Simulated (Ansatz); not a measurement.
The system is TaWC2.

```
CELL_PARAMETERS angstrom
1.57186 0.90751 5.10162
-1.57186 0.90751 5.10162
0.00000 -1.81502 5.10162
ATOMIC_POSITIONS crystal
W 0.00000 0.00000 0.00000
Ta 0.50000 0.50000 0.50000
C 0.25093 0.25093 0.25093
C 0.74907 0.74907 0.74907
```

The cell comes from a database or a generator and needn't be the stable form of this composition.

Base run:

* Program: Ansatz 0.2.0
* Functional: LDA
* Potentials or basis: Ansatz PAW
* Cutoff: 420 eV (not typed: the program's choice for these potentials)
* k mesh: 10 × 10 × 10
* Occupations: fermi-dirac, width 0.05 eV
* Spin: no spin polarisation
* Hubbard terms: Ta d U = 3 eV, W d U = 3 eV

Its results: band gap on the k mesh none (metal or under the smearing width); pressure -15.2 GPa; largest force 0.035 eV/Å.

Task: The run is repeated on the same cell with these changes: hubbard terms from Ta d U = 3 eV, W d U = 3 eV to Ta d U = 6 eV, W d U = 6 eV. What comes out?

Result: Band gap on the k mesh none (metal or under the smearing width); pressure -13.2 GPa; largest force 0.265 eV/Å.

Caveats: spin-orbit coupling is left out, which moves the levels of the heavy elements; U without spin polarisation on a metal has little footing; the PAW data sets come from PBE, with cores solved anew for the run's functional, which leaves a small shift of forces and pressure; the U is typed as a test and isn't derived for this compound.
